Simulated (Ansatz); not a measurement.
# Alloy of SnO2 and TiO2 (6 of 24 Sn sites exchanged), 72 atoms

Aim: relax the alloy cell and compare the gap by PBEsol and HSE06.

Program: Ansatz 0.2.0, PAW, plane waves. These are calculated values, not measurements.

## Step 1: The starting cell

72 atoms (18 Sn, 6 Ti, 48 O); a = 9.449 Å, b = 9.449 Å, c = 9.431 Å, α = 90.00°, β = 90.00°, γ = 90.00°. All atoms were shaken off their sites by about 0.02 Å along each axis.

Plan of the steps: (2) PBEsol cell relaxation at the single k point (¼, ¼, ¼), on 1 × NVIDIA H100 80GB HBM3 with 4 threads of AMD EPYC 7R13; (3) HSE06 single point at the single k point (¼, ¼, ¼), on 1 × NVIDIA H100 80GB HBM3 with 4 threads of AMD EPYC 7R13.

## Step 2: PBEsol relaxation of the cell and the positions

Contents of in.yaml:

```yaml
crystal:
  lattice:
    - [9.449276, 0.000000, 0.000000]
    - [0.000000, 9.449276, 0.000000]
    - [0.000000, 0.000000, 9.431380]
  atoms:
    - { symbol: Sn, position: [0.002649, 0.005063, 0.002460] }
    - { symbol: Sn, position: [0.998672, 0.999370, 0.332696] }
    - { symbol: Sn, position: [0.001468, 0.997185, 0.665484] }
    - { symbol: Sn, position: [0.999246, 0.501618, 0.001866] }
    - { symbol: Sn, position: [0.998091, 0.502067, 0.329879] }
    - { symbol: Sn, position: [0.003858, 0.500867, 0.667136] }
    - { symbol: Sn, position: [0.499096, 0.998692, 0.998197] }
    - { symbol: Sn, position: [0.500966, 0.001331, 0.335968] }
    - { symbol: Sn, position: [0.498538, 0.000937, 0.666183] }
    - { symbol: Sn, position: [0.251238, 0.252909, 0.166377] }
    - { symbol: Sn, position: [0.251241, 0.250415, 0.500608] }
    - { symbol: Sn, position: [0.249762, 0.248230, 0.835800] }
    - { symbol: Sn, position: [0.250464, 0.750340, 0.168006] }
    - { symbol: Sn, position: [0.247843, 0.747644, 0.501961] }
    - { symbol: Sn, position: [0.249209, 0.749404, 0.833699] }
    - { symbol: Sn, position: [0.753409, 0.746677, 0.167631] }
    - { symbol: Sn, position: [0.750432, 0.750082, 0.498196] }
    - { symbol: Sn, position: [0.748944, 0.751206, 0.832733] }
    - { symbol: Ti, position: [0.501856, 0.500041, 0.999586] }
    - { symbol: Ti, position: [0.502868, 0.501339, 0.334794] }
    - { symbol: Ti, position: [0.497705, 0.495373, 0.669684] }
    - { symbol: Ti, position: [0.752196, 0.248527, 0.165155] }
    - { symbol: Ti, position: [0.750960, 0.248363, 0.499122] }
    - { symbol: Ti, position: [0.748098, 0.246175, 0.830915] }
    - { symbol: O, position: [0.152507, 0.149419, 0.000766] }
    - { symbol: O, position: [0.153399, 0.149498, 0.333933] }
    - { symbol: O, position: [0.155718, 0.152285, 0.669187] }
    - { symbol: O, position: [0.152017, 0.657907, 0.997268] }
    - { symbol: O, position: [0.154567, 0.648946, 0.333699] }
    - { symbol: O, position: [0.154694, 0.651603, 0.665847] }
    - { symbol: O, position: [0.652465, 0.151195, 0.998254] }
    - { symbol: O, position: [0.649074, 0.148772, 0.334361] }
    - { symbol: O, position: [0.651520, 0.154788, 0.671816] }
    - { symbol: O, position: [0.651720, 0.655823, 0.998750] }
    - { symbol: O, position: [0.650788, 0.650658, 0.338742] }
    - { symbol: O, position: [0.652772, 0.652935, 0.664910] }
    - { symbol: O, position: [0.350126, 0.344977, 0.999294] }
    - { symbol: O, position: [0.349217, 0.344226, 0.330613] }
    - { symbol: O, position: [0.345089, 0.345419, 0.666350] }
    - { symbol: O, position: [0.345721, 0.848516, 0.001171] }
    - { symbol: O, position: [0.345285, 0.845735, 0.335292] }
    - { symbol: O, position: [0.343981, 0.851077, 0.663446] }
    - { symbol: O, position: [0.846585, 0.345768, 0.000571] }
    - { symbol: O, position: [0.846026, 0.345973, 0.336987] }
    - { symbol: O, position: [0.846735, 0.350046, 0.669197] }
    - { symbol: O, position: [0.852195, 0.843619, 0.001222] }
    - { symbol: O, position: [0.843813, 0.846492, 0.335000] }
    - { symbol: O, position: [0.843275, 0.848070, 0.667411] }
    - { symbol: O, position: [0.095098, 0.401736, 0.165988] }
    - { symbol: O, position: [0.096323, 0.405789, 0.500111] }
    - { symbol: O, position: [0.097612, 0.404265, 0.834036] }
    - { symbol: O, position: [0.099274, 0.904526, 0.164473] }
    - { symbol: O, position: [0.101523, 0.903263, 0.501036] }
    - { symbol: O, position: [0.094812, 0.901868, 0.830780] }
    - { symbol: O, position: [0.597715, 0.405262, 0.166845] }
    - { symbol: O, position: [0.591835, 0.401443, 0.498558] }
    - { symbol: O, position: [0.594975, 0.406422, 0.833483] }
    - { symbol: O, position: [0.596150, 0.899468, 0.168014] }
    - { symbol: O, position: [0.596814, 0.903447, 0.497809] }
    - { symbol: O, position: [0.594695, 0.902893, 0.831240] }
    - { symbol: O, position: [0.404382, 0.098419, 0.164218] }
    - { symbol: O, position: [0.400564, 0.091274, 0.499091] }
    - { symbol: O, position: [0.402944, 0.097666, 0.832489] }
    - { symbol: O, position: [0.404433, 0.596615, 0.164326] }
    - { symbol: O, position: [0.405609, 0.599437, 0.495559] }
    - { symbol: O, position: [0.400529, 0.597964, 0.830965] }
    - { symbol: O, position: [0.904884, 0.098958, 0.168318] }
    - { symbol: O, position: [0.901519, 0.095947, 0.500044] }
    - { symbol: O, position: [0.901166, 0.100287, 0.830795] }
    - { symbol: O, position: [0.903758, 0.593531, 0.168658] }
    - { symbol: O, position: [0.905726, 0.597531, 0.502896] }
    - { symbol: O, position: [0.906312, 0.597237, 0.836348] }
  symmetry: { detect: false }
kpoints:
  mp_grid: { grid: [1, 1, 1], shift: [0.25, 0.25, 0.25] }
hamiltonian:
  xc: pbesol
scf:
  occupations: { method: fermi_dirac, width: 0.01 }
relax:
  f_tol: 0.03
  max_steps: 80
  escape_saddle: false
  adjacent_minimum: "off"
  cell: { fix: [alpha, beta, gamma] }
output:
  forces: true
  eigenvalues: true
  populations: true
```

Launch:

```sh
$ ansatz run in.yaml --threads 4 --pin off --max-ram 61750MiB --runs-dir r --events-out ev --progress --plain --backend cuda --devices 0, --max-vram 37GiB
```

Standard output:

```text
Pseudopotentials: kind: paw
Functional definition: PBEsol
  exchange = pbesol_x
  correlation = pbesol_c
Crystal: 72 atoms, lattice volume = 842.117 Å³
Basis set: ecut = 420 eV, 16463 PW (Γ), exchange–correlation on 128×128×128 points (8 copies of the dense FFT grid, shifted against one another)
Bands: 378, of which v1, the nominal top of the filled ones, is band 306 counted from 1 (305 counted from 0)
Symmetry: 1 space group operations
k-points: 1
Non-local potential: Sn, projectors of the file, l = 0: 2, l = 1: 2, l = 2: 2, l = 3: 2
Non-local potential: Ti, projectors of the file, l = 0: 3, l = 1: 2, l = 2: 3, l = 3: 1
Non-local potential: O, projectors of the file, l = 0: 2, l = 1: 2, l = 2: 1
PAW form: soft (Blöchl's): semilocal exchange-correlation on the pseudo side does not see the compensation charge
PAW frozen core: Sn, regenerated for the run's functional, and the local potential with it (the file was generated under x = pbe(κ = 0.804, μ = 0.2195149727645171), c = pbe(β = 0.06672455060314922))
PAW frozen core: Ti, regenerated for the run's functional, and the local potential with it (the file was generated under x = pbe(κ = 0.804, μ = 0.2195149727645171), c = pbe(β = 0.06672455060314922))
PAW frozen core: O, regenerated for the run's functional, and the local potential with it (the file was generated under x = pbe(κ = 0.804, μ = 0.2195149727645171), c = pbe(β = 0.06672455060314922))
PAW one-centre angular grid: Sn, 590 points (default); XC on 64 Gauss nodes
PAW one-centre angular grid: Ti, 590 points (default); XC on 64 Gauss nodes
PAW one-centre angular grid: O, 110 points (default); XC on 64 Gauss nodes
Initial density: superposition of atomic densities (neutral atoms: chi_scale 0, normalization atom), corrected by the library's trained network
Initial wavefunctions: pseudopotential atomic-orbital guess
Functional: x = pbesol(κ = 0.804, μ = 0.12345679012345678), c = pbesol(β = 0.046)
SCF iter   1: F=—  HF=-148883.206490 eV  |F-HF|=—  |Δ(HF+E_count)|=         —  Δρ=1.64e-2  dr2=1.84e0  ethr=1.77e-3  ⟨swp⟩=6.0  Hψ=1572  notcnv=0  defer=5
preconditioner: auto → Resta (q_TF=auto, 2.587 Å⁻¹)  ε∞=4.4  [insulator: Δε(μ)=1.958 eV  Ē_g=16.487 eV  σ=0.010 eV  W_gap=1.00  n_scr=250 (ndim 8)  ℏωp=30.4 eV  f_vac=0.026  D(μ)=0.00/eV (n_scr^D=0)  ε∞_Penn≈4.4]
SCF iter   2: F=—  HF=-148882.767299 eV  |F-HF|=—  |Δ(HF+E_count)|=   4.39e-1  Δρ=5.81e-3  dr2=3.31e-1  ethr=3.00e-4  ⟨swp⟩=2.0  Hψ=573  notcnv=0  defer=66
SCF iter   3: F=—  HF=-148882.725559 eV  |F-HF|=—  |Δ(HF+E_count)|=   4.17e-2  Δρ=2.68e-3  dr2=6.40e-2  ethr=5.41e-5  ⟨swp⟩=4.0  Hψ=631  notcnv=0  defer=66
SCF iter   4: F=—  HF=-148882.719082 eV  |F-HF|=—  |Δ(HF+E_count)|=   6.48e-3  Δρ=1.08e-3  dr2=1.05e-2  ethr=1.05e-5  ⟨swp⟩=3.0  Hψ=444  notcnv=0  defer=66
SCF iter   5: F=—  HF=-148882.713066 eV  |F-HF|=—  |Δ(HF+E_count)|=   6.02e-3  Δρ=4.74e-4  dr2=2.08e-3  ethr=1.71e-6  ⟨swp⟩=2.0  Hψ=462  notcnv=0  defer=66
SCF iter   6: F=—  HF=-148882.715323 eV  |F-HF|=—  |Δ(HF+E_count)|=   2.26e-3  Δρ=1.82e-4  dr2=3.23e-4  ethr=3.39e-7  ⟨swp⟩=3.0  Hψ=497  notcnv=0  defer=66
SCF iter   7: F=—  HF=-148882.713026 eV  |F-HF|=—  |Δ(HF+E_count)|=   2.30e-3  Δρ=6.71e-5  dr2=3.78e-5  ethr=5.28e-8  ⟨swp⟩=2.0  Hψ=481  notcnv=0  defer=66
SCF iter   8: F=—  HF=-148882.716776 eV  |F-HF|=—  |Δ(HF+E_count)|=   3.75e-3  Δρ=3.31e-5  dr2=8.84e-6  ethr=6.17e-9  ⟨swp⟩=2.0  Hψ=503  notcnv=0  defer=66
SCF iter   9: F=—  HF=-148882.716778 eV  |F-HF|=—  |Δ(HF+E_count)|=   1.90e-6  Δρ=1.32e-5  dr2=1.49e-6  ethr=1.44e-9  ⟨swp⟩=2.0  Hψ=490  notcnv=0  defer=66
SCF iter  10: F=—  HF=-148882.716778 eV  |F-HF|=—  |Δ(HF+E_count)|=   1.48e-7  Δρ=5.57e-6  dr2=3.10e-7  ethr=2.43e-10  ⟨swp⟩=2.0  Hψ=598  notcnv=0  defer=66
SCF iter  11: F=-148882.716778 eV  HF=-148882.716778 eV  |F-HF|=2.35e-8  |Δ(HF+E_count)|=   3.42e-8  Δρ=3.15e-6  dr2=8.33e-8  ethr=1.63e-11  ⟨swp⟩=12.0  Hψ=2141  notcnv=0
SCF 1 converged in 11 iterations: F = -148882.716778 eV  dr2 = 8.33e-8
relax step   1: F+E_penalty+E_count = -148882.71677831 eV  Δ(F+E_penalty+E_count) = +0.000e0 eV  max|allowed force component| = 2.368e0 eV/Å  Δτ_max = 0.0000 Å  P = +1.416 GPa  Ω = 842.117 Å³  fix = [alpha, beta, gamma]  reactions: alpha +0.174, beta -0.115, gamma -0.184 GPa/rad  (11 SCF iters, dr2 threshold 1.00e-7 eV, accepted)
[... from here on, the SCF cycles and remarks between the steps are left out ...]
relax step   2: F+E_penalty+E_count = -148884.74544731 eV  Δ(F+E_penalty+E_count) = -2.029e0 eV  max|allowed force component| = 5.038e-1 eV/Å  Δτ_max = 0.1230 Å  P = -0.521 GPa  Ω = 846.278 Å³  energy of the carried Pulay correction = -2.240e-2 eV  fix = [alpha, beta, gamma]  reactions: alpha +0.067, beta -0.010, gamma +0.083 GPa/rad  (9 SCF iters, dr2 threshold 7.20e-6 eV, accepted)
relax step   3: F+E_penalty+E_count = -148884.90843601 eV  Δ(F+E_penalty+E_count) = -1.630e-1 eV  max|allowed force component| = 4.768e-1 eV/Å  Δτ_max = 0.0979 Å  P = -0.147 GPa  Ω = 845.483 Å³  energy of the carried Pulay correction = -1.812e-2 eV  fix = [alpha, beta, gamma]  reactions: alpha +0.048, beta +0.003, gamma +0.189 GPa/rad  (7 SCF iters, dr2 threshold 7.20e-6 eV, accepted)
relax step   4: F+E_penalty+E_count = -148884.86487859 eV  Δ(F+E_penalty+E_count) = +4.356e-2 eV  max|allowed force component| = 4.480e-1 eV/Å  Δτ_max = 0.1644 Å  P = -1.555 GPa  Ω = 856.163 Å³  energy of the carried Pulay correction = -7.516e-2 eV  fix = [alpha, beta, gamma]  reactions: alpha -0.375, beta +0.424, gamma +0.775 GPa/rad  (8 SCF iters, dr2 threshold 7.20e-6 eV, accepted)
relax step   5: F+E_penalty+E_count = -148885.07118068 eV  Δ(F+E_penalty+E_count) = -2.063e-1 eV  max|allowed force component| = 2.522e-1 eV/Å  Δτ_max = 0.1048 Å  P = +0.471 GPa  Ω = 847.087 Å³  energy of the carried Pulay correction = -2.674e-2 eV  fix = [alpha, beta, gamma]  reactions: alpha -0.044, beta +0.071, gamma +0.182 GPa/rad  (8 SCF iters, dr2 threshold 7.20e-6 eV, accepted)
relax step   6: F+E_penalty+E_count = -148885.11439291 eV  Δ(F+E_penalty+E_count) = -4.321e-2 eV  max|allowed force component| = 3.818e-2 eV/Å  Δτ_max = 0.0396 Å  P = +0.055 GPa  Ω = 847.933 Å³  energy of the carried Pulay correction = -3.127e-2 eV  fix = [alpha, beta, gamma]  reactions: alpha -0.027, beta +0.082, gamma +0.263 GPa/rad  (7 SCF iters, dr2 threshold 3.98e-6 eV, accepted)
relax step   7: F+E_penalty+E_count = -148885.11420880 eV  Δ(F+E_penalty+E_count) = +1.841e-4 eV  max|allowed force component| = 8.977e-3 eV/Å  Δτ_max = 0.0060 Å  P = -0.005 GPa  Ω = 848.136 Å³  energy of the carried Pulay correction = -3.236e-2 eV  fix = [alpha, beta, gamma]  reactions: alpha -0.024, beta +0.073, gamma +0.263 GPa/rad  (7 SCF iters, dr2 threshold 9.11e-8 eV, accepted)
relax step   8: F+E_penalty+E_count = -148885.15251386 eV  Δ(F+E_penalty+E_count) = -3.831e-2 eV  max|allowed force component| = 9.012e-3 eV/Å  Δτ_max = 0.0000 Å  P = +0.055 GPa  Ω = 848.136 Å³  fix = [alpha, beta, gamma]  reactions: alpha -0.022, beta +0.075, gamma +0.275 GPa/rad  stress off target by 5.79e-2 GPa on what of the cell is left free  SCF on the basis re-selected at this cell (its ene [...]
relax step   9: F+E_penalty+E_count = -148885.15131378 eV  Δ(F+E_penalty+E_count) = +1.200e-3 eV  max|allowed force component| = 2.182e-3 eV/Å  Δτ_max = 0.0013 Å  P = +0.000 GPa  Ω = 848.377 Å³  energy of the carried Pulay correction = -1.282e-3 eV  fix = [alpha, beta, gamma]  reactions: alpha -0.025, beta +0.080, gamma +0.276 GPa/rad  (7 SCF iters, dr2 threshold 8.39e-9 eV, accepted)
relax step  10: F+E_penalty+E_count = -148885.15253507 eV  Δ(F+E_penalty+E_count) = -1.221e-3 eV  max|allowed force component| = 2.175e-3 eV/Å  Δτ_max = 0.0000 Å  P = +0.002 GPa  Ω = 848.377 Å³  fix = [alpha, beta, gamma]  reactions: alpha -0.025, beta +0.080, gamma +0.277 GPa/rad  stress off target by 5.56e-3 GPa on what of the cell is left free  SCF on the basis re-selected at this cell (its ene [...]
SCF converged after 5 iterations
Free energy (F): -148885.152535 eV
Harris-Foulkes:  -148885.152535 eV  (|F-HF|=1.16e-10)
Internal energy: -148885.152535 eV  (E = F + TS)
E sigma→0 (E₀):  -148885.152535 eV
Fermi energy:    10.112018 eV
--- Per-component energies (eV) ---
  E_band       = -2442.626123
  E_kinetic    = 13443.773799
  E_local      = -35493.229511  (includes V_loc(G=0)·N_el)
  E_nonlocal   = 1855.067199
  E_hartree    = 17042.309309
  E_xc         = -10851.919963
  E_vxc        = -6911.968400  (∫ρ·V_xc dr)
  E_paw        = -86816.277416  (= ΣΔE_a)
  E_vpaw       = -9421.006751  (= ΣTr[D̂ρ^β])
  E_aug_tail   = 0.118681  (compensation charges beyond the density's cutoff)
  E_ewald      = -48072.651874
  E_core_change = 7.657241  (= ΣΔE_core)
  E_smearing   = -0.000000  (= −TS)
  E_closure    = 0.000000  (closes the sum)
  Σ components = -148885.152535   (vs F -148885.152535, Δ=0.00e0)
--- Forces (eV/Å), atoms counted from 1 ---
  atom   1  Sn    -0.00054069     0.00080427     0.00034929
  atom   2  Sn    -0.00028107     0.00053802     0.00015554
  atom   3  Sn    -0.00023446     0.00049016     0.00019832
  atom   4  Sn     0.00052577    -0.00024430    -0.00000461
  atom   5  Sn     0.00051746    -0.00040591    -0.00013762
  atom   6  Sn     0.00049706    -0.00048943    -0.00012418
  atom   7  Sn     0.00006830    -0.00045861    -0.00011871
  atom   8  Sn     0.00004325    -0.00037575    -0.00018680
  atom   9  Sn     0.00003744    -0.00030450    -0.00022007
  atom  10  Sn    -0.00108162     0.00003517     0.00013656
  atom  11  Sn    -0.00102285    -0.00010462     0.00029591
  atom  12  Sn    -0.00085561     0.00001183     0.00043072
  atom  13  Sn     0.00021301    -0.00034159    -0.00010117
  atom  14  Sn     0.00040918    -0.00044849    -0.00007686
  atom  15  Sn     0.00029475    -0.00036429    -0.00021195
  atom  16  Sn    -0.00011561     0.00101188     0.00017654
  atom  17  Sn    -0.00015174     0.00096545     0.00036280
  atom  18  Sn    -0.00009910     0.00085021     0.00040599
  atom  19  Ti    -0.00013303     0.00007073     0.00040600
  atom  20  Ti     0.00044572    -0.00026708     0.00041709
  atom  21  Ti    -0.00020079     0.00026390     0.00045396
  atom  22  Ti     0.00053602    -0.00085213    -0.00123082
  atom  23  Ti     0.00020423    -0.00055429    -0.00047960
  atom  24  Ti    -0.00010852    -0.00018588    -0.00099965
  atom  25  O      0.00014367    -0.00034498    -0.00016271
  atom  26  O      0.00020443    -0.00024976    -0.00004137
  atom  27  O      0.00013554    -0.00019761    -0.00006920
  atom  28  O     -0.00010866    -0.00025869     0.00006463
  atom  29  O      0.00002461    -0.00020542     0.00013249
  atom  30  O     -0.00018681    -0.00026175     0.00008479
  atom  31  O      0.00067292     0.00121668     0.00065919
  atom  32  O      0.00060239     0.00120109     0.00049690
  atom  33  O      0.00067745     0.00148711     0.00050977
  atom  34  O     -0.00046655    -0.00200039    -0.00014069
  atom  35  O     -0.00062310    -0.00217466    -0.00047497
  atom  36  O     -0.00078519    -0.00207740    -0.00027298
  atom  37  O      0.00197140     0.00090806    -0.00026277
  atom  38  O      0.00181811     0.00091103    -0.00029036
  atom  39  O      0.00180559     0.00094915    -0.00022726
  atom  40  O     -0.00011904     0.00036026     0.00009028
  atom  41  O     -0.00002981     0.00026146     0.00017050
  atom  42  O     -0.00012092     0.00033329     0.00006018
  atom  43  O     -0.00094249    -0.00021924     0.00024255
  atom  44  O     -0.00100282     0.00001015     0.00013307
  atom  45  O     -0.00102679    -0.00003029     0.00005746
  atom  46  O      0.00005092     0.00021395    -0.00008907
  atom  47  O      0.00002329     0.00024532    -0.00014293
  atom  48  O      0.00004662     0.00019784    -0.00017303
  atom  49  O      0.00043335    -0.00014889     0.00010064
  atom  50  O      0.00048430    -0.00010030     0.00012261
  atom  51  O      0.00041866    -0.00009222     0.00004255
  atom  52  O      0.00059508    -0.00050599     0.00012902
  atom  53  O      0.00055546    -0.00032304     0.00018608
  atom  54  O      0.00063518    -0.00046262     0.00001632
  atom  55  O     -0.00034592     0.00024533    -0.00030241
  atom  56  O     -0.00030652     0.00025412    -0.00045431
  atom  57  O     -0.00027986     0.00000681    -0.00058766
  atom  58  O      0.00020394    -0.00009372     0.00010714
  atom  59  O      0.00020899    -0.00016442     0.00013640
  atom  60  O      0.00018432    -0.00012383     0.00002438
  atom  61  O     -0.00018546     0.00039942     0.00020163
  atom  62  O     -0.00030347     0.00052544     0.00007738
  atom  63  O     -0.00031351     0.00042198     0.00019698
  atom  64  O     -0.00024800    -0.00002738    -0.00039685
  atom  65  O     -0.00054186     0.00008073    -0.00016623
  atom  66  O     -0.00006687    -0.00026623    -0.00058025
  atom  67  O     -0.00063124     0.00015099     0.00009575
  atom  68  O     -0.00061550     0.00010024     0.00017286
  atom  69  O     -0.00039723    -0.00005762     0.00037006
  atom  70  O     -0.00042830     0.00013026     0.00009766
  atom  71  O     -0.00045010     0.00002847     0.00010429
  atom  72  O     -0.00033181     0.00009508     0.00004657
  max |Σ_I F_I| component: 8.21e-6 eV/Å
--- Stress (GPa, compression-positive) ---
        0.005555      -0.276842      -0.080294
       -0.276842       0.005207       0.025481
       -0.080294       0.025481      -0.005147
  P = ⅓ Tr σ = 0.0019 GPa (0.019 kbar)
--- Band table (eV) ---
  k-point 0: bands = [... 294 lower levels ..., "8.1794", "8.2024", "8.2202", "8.2516", "8.2892", "8.3122", "8.3761", "8.4143", "8.4679", "8.5184", "8.5378", "8.8493", "11.3748", "11.7504", "11.7776", "11.9466", "11.9747", "12.0215", "12.0434", "12.0951", "12.0998", "12.2165", "12.2368", "12.2929", ... 60 higher levels ...]
--- Relaxed structure (8 steps of the walk, 8 accepted, 2 SCFs on fresh bases) ---
  F+E_penalty+E_count = -148885.15253507 eV   max|allowed force component| = 2.175e-3 eV/Å   (the final SCF, on the basis selected at the relaxed cell)
  cell:  # Å, volume = 848.3768 Å³
    - [9.464215984647238, 7.398403768267928e-143, 2.2519484249158265e-143]
    - [7.398403768267928e-143, 9.464369009651147, 1.2857036447831037e-143]
    - [2.2476834559370086e-143, 1.2832686484482483e-143, 9.471362459419913]
  atoms:
    - { symbol: Sn, position: [-0.003939918023482061, 0.003624358192839203, -0.0007089362958276166] }
    - { symbol: Sn, position: [0.9960527139908629, 1.003632299992343, 0.33262232150197313] }
[... 70 atoms left out; the next input holds them all, rounded ...]
--- Löwdin populations: 72 sites ---
  site symbol       q [e]
     0     Sn     12.3095
     1     Sn     12.3095
[... 70 atoms left out ...]
  spilling = 0.004862 (of n_electrons = 612.000000)
```

Wall time 28 s (1 × NVIDIA H100 80GB HBM3 with 4 threads of AMD EPYC 7R13, shared host); peak host memory 1.4 GiB.

Recorded steps of the relaxation (solves on a freshly chosen basis count as rows, and their energies jump a little):

```
accepted step  energy change (eV)  largest force component (eV/Å)  SCF cycles  pressure (GPa)
            1               0.000                           2.368          11            1.42
            2              -2.029                           0.504           9           -0.52
            3              -2.192                           0.477           7           -0.15
            4              -2.148                           0.448           8           -1.56
            5              -2.354                           0.252           8            0.47
            6              -2.398                           0.038           7            0.06
            7              -2.397                           0.009           7            0.00
            8              -2.436                           0.009           6            0.05
            9              -2.435                           0.002           7            0.00
           10              -2.436                           0.002           5            0.00
```

Largest shifts, less the median shift:

```
atom  shift (Å)      dx      dy      dz
Ti19      0.242   0.013  -0.040   0.239
Ti20      0.227   0.004  -0.052   0.221
Ti21      0.213   0.053   0.004   0.206
Ti23      0.195  -0.032   0.031  -0.190
Ti22      0.192  -0.043   0.029  -0.184
Ti24      0.183  -0.004   0.051  -0.176
 O34      0.125  -0.042  -0.116   0.021
 O39      0.117   0.099   0.060   0.013
```

|  | before | after | change |
| --- | --- | --- | --- |
| a (Å) | 9.449 | 9.464 | +0.16 % |
| b (Å) | 9.449 | 9.464 | +0.16 % |
| c (Å) | 9.431 | 9.471 | +0.42 % |
| volume (Å³/atom) | 11.696 | 11.783 | +0.74 % |

Bonds in the relaxed cell, counted within a distance cut:

```
pair  count  mean (Å)  spread (Å)  least   most
O–Sn    108     2.061       0.015  2.044  2.110
O–Ti     36     2.008       0.145  1.843  2.242
```

Top filled level 8.849 eV, lowest empty level 11.375 eV: 2.53 eV apart at the single k point (¼, ¼, ¼).

(Part 1 of 2 ends here.)
